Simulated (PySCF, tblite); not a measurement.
# C5H10O2: magnetic properties

Wanted: magnetic properties for C5H10O2 (`CO[C@H]1C[C@@H](O)C1`).

Programs: tblite 0.8.0 and PySCF 2.14.0, with routines of our own; each step states its level. All values are computed. Atoms count from 0.

## Step 1: The starting structure

17 atoms, charge 0, multiplicity 1; geometry from: force field or distance geometry start.

## Step 2: Geometry optimisation with GFN2-xTB, one coordinate held

The job: settings as JSON, then the geometry in Å.

```
{"job": {"kind": "relax", "xc": "GFN2-xTB", "basis": "xTB"}, "charge": 0, "multiplicity": 1}
C     -1.950100     1.243200    -1.442400
O     -1.351600     0.863900    -0.228700
C     -0.281300    -0.119800    -0.324600
C      1.082200     0.452100    -0.771200
C      1.735100    -0.526700     0.251500
O      2.864700    -0.029600     0.974200
C      0.388100    -0.546000     0.988800
H     -1.209500     1.694700    -2.105800
H     -2.419900     0.377600    -1.920000
H     -2.734200     1.988200    -1.220200
H     -0.602300    -0.969000    -0.952000
H      1.340500     0.267700    -1.808700
H      1.225500     1.507500    -0.523200
H      1.982900    -1.495800    -0.210800
H      2.595600     0.847500     1.326000
H      0.080500    -1.528400     1.381900
H      0.306100     0.186300     1.807300
```

On the command line:

```sh
> OMP_NUM_THREADS=1 python excited_run.py task.json out
```

The driver reads the jobs from task.json and runs them one after another.

What it wrote:

```text
step      E/eV     max force
  0    -650.48067    1.816
  1    -650.58852    0.746
  2    -650.62889    0.553
  3    -650.65762    0.366
  4    -650.66797    0.218
  5    -650.67305    0.199
  6    -650.67957    0.225
  7    -650.68477    0.203
  8    -650.68859    0.158
  9    -650.69105    0.141
 10    -650.69290    0.131
 11    -650.69432    0.082
 12    -650.69537    0.096
 13    -650.69622    0.082
 14    -650.69697    0.084
 15    -650.69762    0.088
 16    -650.69815    0.060
 17    -650.69861    0.054
 18    -650.69908    0.054
 19    -650.69957    0.066
 20    -650.70007    0.069
 21    -650.70062    0.062
 22    -650.70135    0.080
 23    -650.70238    0.086
 24    -650.70370    0.115
 25    -650.70514    0.118
 26    -650.70655    0.093
 27    -650.70797    0.096
 28    -650.70948    0.095
 29    -650.71103    0.094
 30    -650.71242    0.081
 31    -650.71354    0.079
 32    -650.71437    0.067
 33    -650.71484    0.038
 34    -650.71505    0.029
 35    -650.71516    0.031
 36    -650.71527    0.030
 37    -650.71539    0.030
 38    -650.71552    0.029
 39    -650.71567    0.035
 40    -650.71586    0.045
 41    -650.71611    0.051
 42    -650.71637    0.048
 43    -650.71660    0.042
 44    -650.71679    0.033
 45    -650.71696    0.032
 46    -650.71711    0.037
 47    -650.71724    0.035
 48    -650.71733    0.026
 49    -650.71740    0.018
 50    -650.71745    0.017
 51    -650.71749    0.014
 52    -650.71752    0.012
 53    -650.71755    0.014
 54    -650.71758    0.015
 55    -650.71761    0.015
 56    -650.71764    0.015
 57    -650.71768    0.016
 58    -650.71773    0.018
 59    -650.71778    0.017
 60    -650.71782    0.015
 61    -650.71786    0.019
 62    -650.71790    0.027
 63    -650.71796    0.033
 64    -650.71805    0.033
 65    -650.71814    0.028
 66    -650.71821    0.023
 67    -650.71826    0.020
 68    -650.71829    0.019
 69    -650.71833    0.022
 70    -650.71835    0.022
 71    -650.71837    0.018
 72    -650.71839    0.016
```

Wall time 0.63 s (1 thread of Arm Neoverse V1, shared host).

One coordinate is held by a constraint (a dihedral, as typed in the start), so the force along it need not vanish.

Relaxation path: (not every step is listed)

```
step  energy from step 0 (eV)  largest force (eV/Å)
   0                   0.0000                1.8158
   1                  -0.1078                0.7462
   2                  -0.1482                0.5527
   3                  -0.1769                0.3663
   4                  -0.1873                0.2175
   5                  -0.1924                0.1988
   6                  -0.1989                0.2247
   7                  -0.2041                0.2031
   8                  -0.2079                0.1581
  13                  -0.2156                0.0818
  18                  -0.2184                0.0543
  23                  -0.2217                0.0861
  28                  -0.2288                0.0947
  33                  -0.2342                0.0378
  38                  -0.2348                0.0291
  43                  -0.2359                0.0423
  48                  -0.2367                0.0260
  53                  -0.2369                0.0145
  58                  -0.2371                0.0185
  63                  -0.2373                0.0329
  67                  -0.2376                0.0198
  68                  -0.2376                0.0194
  69                  -0.2377                0.0224
  70                  -0.2377                0.0224
  71                  -0.2377                0.0177
  72                  -0.2377                0.0163
```

Close pairs (by a distance rule), those that changed most:

```csv
bond,before (Å),after (Å),change (Å)
O1–C2,1.457,1.403,-0.054
C4–O5,1.430,1.394,-0.036
O5–H14,0.983,0.965,-0.018
C0–H9,1.104,1.088,-0.016
C6–H15,1.102,1.086,-0.016
C3–C4,1.559,1.544,-0.015
C6–H16,1.101,1.088,-0.013
C4–H13,1.102,1.091,-0.011
```

The final coordinates are the input of the step that follows.

## Step 3: Magnetic properties: GIAO PBE0/pcSseg-1

The job: settings as JSON, then the geometry in Å.

```
{"job": {"kind": "mag", "xc": "PBE0", "basis": "pcSseg-1", "isotopologues": 0}, "charge": 0, "multiplicity": 1}
C     -1.866009     1.309365    -1.331571
O     -1.258250     0.852614    -0.149395
C     -0.301195    -0.149819    -0.365594
C      1.080212     0.304218    -0.889827
C      1.744405    -0.454493     0.279652
O      2.726811     0.209854     1.012250
C      0.357298    -0.642579     0.930818
H     -1.135586     1.769369    -2.007524
H     -2.365501     0.488720    -1.861547
H     -2.604040     2.052129    -1.035272
H     -0.731207    -0.962741    -0.967750
H      1.354617    -0.008711    -1.893870
H      1.207925     1.382207    -0.796200
H      2.199347    -1.397184    -0.029212
H      2.362547     1.046056     1.327369
H      0.099652    -1.645835     1.257158
H      0.181380     0.060287     1.742716
```

Method: GIAO PBE0/pcSseg-1 magnetisability, rotational g tensor and spin-rotation constants, non-relativistic, gas phase.

What it wrote:

```text
coarse grid: 13808 points
cycle   1  E = -346.3376437584  dE =  9.678e-01  |g| = 7.787e-01  |ddm| = 3.595e+00
cycle   2  E = -346.2454198869  dE =  9.222e-02  |g| = 1.078e+00  |ddm| = 1.459e+00
cycle   3  E = -346.4490185464  dE = -2.036e-01  |g| = 1.048e-01  |ddm| = 9.226e-01
cycle   4  E = -346.4509555370  dE = -1.937e-03  |g| = 4.043e-02  |ddm| = 1.014e-01
cycle   5  E = -346.4513113965  dE = -3.559e-04  |g| = 7.095e-03  |ddm| = 3.536e-02
cycle   6  E = -346.4513193425  dE = -7.946e-06  |g| = 2.864e-03  |ddm| = 7.820e-03
final grid: 132176 points
cycle   7  E = -346.5156579190  dE = -3.479e-05  |g| = 1.324e-02  |ddm| = 3.342e-02
cycle   8  E = -346.5156185965  dE =  3.932e-05  |g| = 1.993e-02  |ddm| = 2.061e-02
cycle   9  E = -346.5156901296  dE = -7.153e-05  |g| = 1.128e-03  |ddm| = 1.308e-02
cycle  10  E = -346.5156904123  dE = -2.827e-07  |g| = 2.063e-04  |ddm| = 1.249e-03
cycle  11  E = -346.5156904214  dE = -9.068e-09  |g| = 4.723e-05  |ddm| = 2.204e-04
cycle  12  E = -346.5156904218  dE = -3.968e-10  |g| = 2.160e-05  |ddm| = 5.509e-05
converged SCF energy = -346.5156904218

Magnetisability tensor (1e-30 J/T^2)
    -1176.48        3.48      -63.27
        3.48    -1026.99       48.03
      -63.27       48.03    -1129.69
isotropic -1111.05   principal values   -1225.41  -1102.46  -1005.29
isotropic susceptibility -66.909 1e-6 cm^3/mol

Inertial axes            a          b          c
rot. const./GHz      6.6563     1.4941     1.4044
chi total           -73.086    -66.500    -61.142
chi diamagnetic    -288.027   -900.318   -956.501
chi paramagnetic    214.942    833.818    895.359
quadrupole/D A       -6.117     -0.140      6.258
g nuclear            0.6678     0.5772     0.5771
g electronic        -0.6722    -0.5853    -0.5907
g total             -0.0043    -0.0081    -0.0136

Spin-rotation constants (kHz, H = +C I.J)
atom  isotope        aa         bb         cc
  7     1H       -0.615      0.060     -0.151
  8     1H       -0.528     -0.157      0.024
  9     1H       -0.244     -0.150     -0.025
 10     1H       -0.488     -0.162      0.030
 11     1H       -0.743     -0.059     -0.025
 12     1H       -0.772     -0.114     -0.006
 13     1H       -0.381     -0.154      0.015
 14     1H       -0.771     -0.205      0.001
 15     1H       -0.717      0.001     -0.083
 16     1H       -0.817     -0.152      0.048
  0    13C*       1.127      0.312      0.306
  1    17O*      -0.746     -0.149     -0.097
  2    13C*       1.516      0.369      0.251
  3    13C*       1.021      0.315      0.261
  4    13C*       1.592      0.319      0.241
  5    17O*      -0.769     -0.199     -0.168
* in the singly substituted isotopologue
```

It took 24 s on 1 thread of Arm Neoverse V1, shared host; peak memory 0.78 GiB.

Key values:

```csv
quantity,value
magnetisability,-1111·10⁻³⁰ J/T²
molar susceptibility,-66.9·10⁻⁶ cm³/mol
"rotational g (a, b, c)","-0.0043, -0.0081, -0.0136"
```

## Step 4: Outcome

| quantity | value |
| --- | --- |
| magnetisability (step 3, GIAO PBE0/pcSseg-1) | -1111·10⁻³⁰ J/T² |
| molar susceptibility (step 3, GIAO PBE0/pcSseg-1) | -66.9·10⁻⁶ cm³/mol |
| rotational g (a, b, c) (step 3, GIAO PBE0/pcSseg-1) | -0.0043, -0.0081, -0.0136 |

**Reading.** The values above hold for this geometry and these levels alone. Vibrational averaging and real surroundings are missing from these values.
